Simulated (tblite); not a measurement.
# C5H15BS: the cost of one run

Programs: tblite 0.8.0 and PySCF 2.14.0, with density-fitted response routines of our own. Each step states its level of theory. These are calculated values for one molecule in the gas phase, unless marked as measured. Atoms count from 0, in the outputs and in this text.

## 1. The starting structure

22 atoms, charge 0, multiplicity 1; geometry from: force field or distance geometry start.

Bonds of the start (Å): C0–C1 1.50, C1–B2 1.58, B2–S3 1.82, S3–C4 1.78, S3–C5 1.79, C5–C6 1.50, C0–H7 1.10, C0–H8 1.12, C0–H9 1.11, C1–H10 1.11, C1–H11 1.10, B2–H12 1.18, B2–H13 1.20, C4–H14 1.11, C4–H15 1.11, C4–H16 1.10, C5–H17 1.10, C5–H18 1.12, C6–H19 1.09, C6–H20 1.10, C6–H21 1.12.

## 2. Geometry optimisation with GFN2-xTB

What the job is given:

```
{"job": {"kind": "relax", "xc": "GFN2-xTB", "basis": "xTB"}, "charge": 0, "multiplicity": 1}
C     -3.437700     0.242600    -0.125000
C     -2.205400    -0.196900     0.612300
B     -0.970400     0.379000    -0.189500
S      0.665900     0.014400     0.531100
C      1.114600    -1.704900     0.415700
C      1.802200     0.898100    -0.530800
C      3.210700     0.684700    -0.048600
H     -4.064500    -0.633700    -0.351600
H     -3.136500     0.653900    -1.121900
H     -3.982400     1.046200     0.403100
H     -2.251900     0.257500     1.620700
H     -2.244100    -1.291600     0.708100
H     -1.036100    -0.066800    -1.283600
H     -1.072300     1.571100    -0.231000
H      1.872200    -1.851300    -0.383600
H      1.571700    -2.041500     1.372200
H      0.258400    -2.343500     0.141100
H      1.566900     1.976200    -0.521800
H      1.642200     0.501700    -1.562600
H      3.729800     0.025700    -0.741900
H      3.204300     0.233800     0.954100
H      3.752100     1.664800    -0.068100
```

Launch:

```console
$ OMP_NUM_THREADS=1 python probes_run.py task.json out
```

This one command runs all jobs of the session in turn.

Q: Estimate the wall time and peak memory of this first job on 1 thread of Arm Neoverse V1, shared host.

About 1 s, with a peak of 0.18 GiB.
